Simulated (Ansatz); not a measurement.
# GeN₂H₆: one species, many methods

One table from this session's results is given with a row withheld; the runs are named, their logs left out.

The runs use Ansatz 0.2.0, Gaussian basis; functionals in def2-TZVPP, the program's frozen cores in correlated methods.

Plan: LDA (SPW92), PBE-D4, revPBE-D4, BLYP-D4, r2SCAN-D4, B97M-V, PBE0-D4, B3LYP-D4, r2SCANh-D4, r2SCAN0-D4, HSE06-D4, BHLYP-D4, CAM-B3LYP-D4, LC-ωPBE, ωB97X-V, ωB97M-V, B2PLYP, PBE-QIDH; CCSD(T)/def2-SVP; CCSD(T)/def2-TZVPP; MP2/def2-QZVPP; extrapolation to the limit; RPA on PBE.

### The relaxed structure

An earlier PBE0-D4 in a triple-zeta def2 set relaxation fixed the geometry.

SMILES `[NH2][GeH2][NH2]`, 9 atoms, charge 0, spin multiplicity 1.

Atoms are counted from 1 here; the program's logs count them from 0.

Bond lengths: N1–Ge2 1.832 Å, N1–H4 1.010 Å, N1–H5 1.010 Å, Ge2–N3 1.832 Å, Ge2–H6 1.547 Å, Ge2–H7 1.547 Å, N3–H8 1.010 Å, N3–H9 1.010 Å. Angles: Ge2–N1–H4 114.5°, Ge2–N1–H5 115.2°, H4–N1–H5 109.3°, N1–Ge2–N3 103.7°, N1–Ge2–H6 105.1°, N1–Ge2–H7 116.8°, N3–Ge2–H6 116.8°, N3–Ge2–H7 105.1°, H6–Ge2–H7 109.7°, Ge2–N3–H8 115.2°, Ge2–N3–H9 114.5°, H8–N3–H9 109.3°.

The first run:

in.yaml

```yaml
crystal:
  periodic: [false, false, false]
  atoms:
    - {symbol: N, position_ang: [-1.105844, 0.639543, -0.845964]}
    - {symbol: Ge, position_ang: [0.520943, 0.271511, -0.087491]}
    - {symbol: N, position_ang: [0.178735, -1.162371, 1.000649]}
    - {symbol: H, position_ang: [-1.468698, -0.096691, -1.435348]}
    - {symbol: H, position_ang: [-1.162406, 1.519613, -1.337883]}
    - {symbol: H, position_ang: [0.949109, 1.586140, 0.605563]}
    - {symbol: H, position_ang: [1.642764, -0.204008, -1.040021]}
    - {symbol: H, position_ang: [0.995587, -1.630907, 1.365258]}
    - {symbol: H, position_ang: [-0.461689, -0.969230, 1.758038]}
basis:
  gaussian: {orbitals: def2-TZVPP}
hamiltonian: {xc: lda}
output: {orbitals: {seedname: orbitals}}
```

Steps of the session up to this table: LDA; PBE-D4 (GGA); revPBE-D4 (GGA); BLYP-D4 (GGA); r2SCAN-D4 (meta-GGA); B97M-V (meta-GGA); PBE0-D4 (hybrid); B3LYP-D4 (hybrid); r2SCANh-D4 (hybrid); r2SCAN0-D4 (hybrid); HSE06-D4 (hybrid); BHLYP-D4 (hybrid); CAM-B3LYP-D4 (range-separated); LC-ωPBE-D4 (range-separated; the results give it without D4); ωB97X-V (range-separated); ωB97M-V (range-separated); B2PLYP (double hybrid); PBE-QIDH (double hybrid).

One table of the session follows, with a row left open; its other results are not shown here.

It belongs to the step «Orbital energies across the functionals». 

```
  functional  HOMO (eV)  LUMO (eV)  gap (eV)
 LDA (SPW92)      -5.93      -0.22      5.72
      PBE-D4      -5.79      -0.01      5.78
   revPBE-D4      -5.73       0.09      5.82
     BLYP-D4      -5.67       0.01      5.68
   r2SCAN-D4      -6.10       0.48      6.58
      B97M-V          ?          ?         ?
     PBE0-D4      -7.24       0.80      8.04
    B3LYP-D4      -6.99       0.50      7.48
  r2SCANh-D4      -6.64       0.74      7.38
  r2SCAN0-D4      -7.46       1.12      8.57
    HSE06-D4      -6.83       0.43      7.26
    BHLYP-D4      -8.60       1.48     10.08
CAM-B3LYP-D4      -8.67       1.63     10.31
     LC-ωPBE     -10.10       2.90     13.00
     ωB97X-V      -9.72       2.71     12.43
     ωB97M-V      -9.62       2.35     11.97
```

Q: Estimate the row for B97M-V from the others.

**Answer.** HOMO (eV): -6.21; LUMO (eV): 0.19; gap (eV): 6.41. In the column «HOMO (eV)» it lies between r2SCANh-D4 (-6.64) and r2SCAN-D4 (-6.10).
